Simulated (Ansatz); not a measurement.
# C₂H₉BOSi: up Jacob's ladder to CCSD(T)

The task here is to estimate one member of a computed series from the others.

Computed with Ansatz 0.2.0, Gaussian basis. Level: functionals in def2-TZVPP, the program's frozen cores in correlated methods.

The runs, in order: PBE-D4, r2SCAN-D4, PBE0-D4, B3LYP-D4, ωB97X-V, ωB97M-V, B2PLYP; CCSD(T)/def2-TZVPP; MP2/def2-QZVPP; extrapolation to the limit.

## The geometry

The geometry comes from an earlier relaxation with PBE0-D4 in a triple-zeta def2 set; it is a stationary point, not always the lowest conformer.

14 atoms, charge 0, spin multiplicity 1.

Atoms are counted from 1 here; the program's logs count them from 0.

Bond lengths: B1–C2 1.513 Å, B1–H6 1.194 Å, B1–H7 1.199 Å, C2–Si3 1.976 Å, C2–O4 1.397 Å, C2–H8 1.098 Å, Si3–H9 1.483 Å, Si3–H10 1.489 Å, Si3–H11 1.483 Å, O4–C5 1.403 Å, C5–H12 1.098 Å, C5–H13 1.090 Å, C5–H14 1.098 Å. Angles: C2–B1–H6 121.9°, C2–B1–H7 117.0°, H6–B1–H7 120.8°, B1–C2–Si3 88.9°, B1–C2–O4 118.7°, B1–C2–H8 116.8°, Si3–C2–O4 112.0°, Si3–C2–H8 103.2°, O4–C2–H8 113.1°, C2–Si3–H9 106.3°, C2–Si3–H10 111.5°, C2–Si3–H11 110.8°, H9–Si3–H10 108.0°, H9–Si3–H11 111.0°, H10–Si3–H11 109.2°, C2–O4–C5 114.0°, O4–C5–H12 111.9°, O4–C5–H13 107.3° and more.

As a file:

```xyz
14

B    -1.5599    0.4378    1.0560
C    -0.4161    0.4982    0.0673
Si    0.6457   -0.6399    1.2845
O    -0.5824   -0.0919   -1.1883
C     0.5168    0.0708   -2.0449
H    -2.4926   -0.2904    0.8983
H    -1.4343    1.0629    2.0719
H     0.1589    1.4330    0.0313
H     1.4267   -1.5580    0.4201
H    -0.2293   -1.4655    2.1616
H     1.5412    0.1863    2.1296
H     1.4221   -0.4038   -1.6436
H     0.2613   -0.4024   -2.9929
H     0.7291    1.1336   -2.2222
```

Set-up of the first run:

File in.yaml:

```yaml
crystal:
  periodic: [false, false, false]
  atoms:
    - {symbol: B, position_ang: [-1.559904, 0.437798, 1.055951]}
    - {symbol: C, position_ang: [-0.416111, 0.498156, 0.067300]}
    - {symbol: Si, position_ang: [0.645672, -0.639923, 1.284489]}
    - {symbol: O, position_ang: [-0.582422, -0.091906, -1.188261]}
    - {symbol: C, position_ang: [0.516755, 0.070820, -2.044901]}
    - {symbol: H, position_ang: [-2.492627, -0.290389, 0.898262]}
    - {symbol: H, position_ang: [-1.434346, 1.062926, 2.071917]}
    - {symbol: H, position_ang: [0.158921, 1.432967, 0.031342]}
    - {symbol: H, position_ang: [1.426734, -1.557998, 0.420073]}
    - {symbol: H, position_ang: [-0.229304, -1.465520, 2.161614]}
    - {symbol: H, position_ang: [1.541246, 0.186264, 2.129561]}
    - {symbol: H, position_ang: [1.422079, -0.403751, -1.643602]}
    - {symbol: H, position_ang: [0.261293, -0.402367, -2.992881]}
    - {symbol: H, position_ang: [0.729116, 1.133623, -2.222164]}
basis:
  gaussian: {orbitals: def2-TZVPP}
hamiltonian: {xc: pbe, dispersion: d4}
output: {forces: true, orbitals: {seedname: orbitals}}
```

Run with:

```sh
$ ansatz run in.yaml --threads 4 --pin off --events-out ev --progress --plain --max-ram 10444MiB
```

Steps of the session up to this table: PBE-D4 (GGA); r2SCAN-D4 (meta-GGA); PBE0-D4 (hybrid); B3LYP-D4 (hybrid); ωB97X-V (range-separated); ωB97M-V (range-separated); B2PLYP (double hybrid); CCSD(T) in def2-TZVPP; MP2 in def2-QZVPP.

One table of the session follows, with a row left open; its other results are not shown here.

| method | atomisation energy (eV) |
| --- | --- |
| PBE-D4 | 51.802 |
| r2SCAN-D4 | 51.308 |
| PBE0-D4 | 51.134 |
| B3LYP-D4 | ? |
| ωB97X-V | 51.275 |
| ωB97M-V | 51.288 |
| B2PLYP | 50.553 |
| HF/def2-TZVPP | 38.063 |
| MP2/def2-TZVPP | 50.253 |
| CCSD/def2-TZVPP | 49.204 |
| CCSD(T)/def2-TZVPP | 49.834 |
| MP2/CBS | 51.423 |
| CCSD(T)/CBS | 51.003 |

Q: Estimate the row for B3LYP-D4 from the others.

As computed: atomisation energy (eV): 51.204. In the column «atomisation energy (eV)» it lies between PBE0-D4 (51.134) and ωB97X-V (51.275).
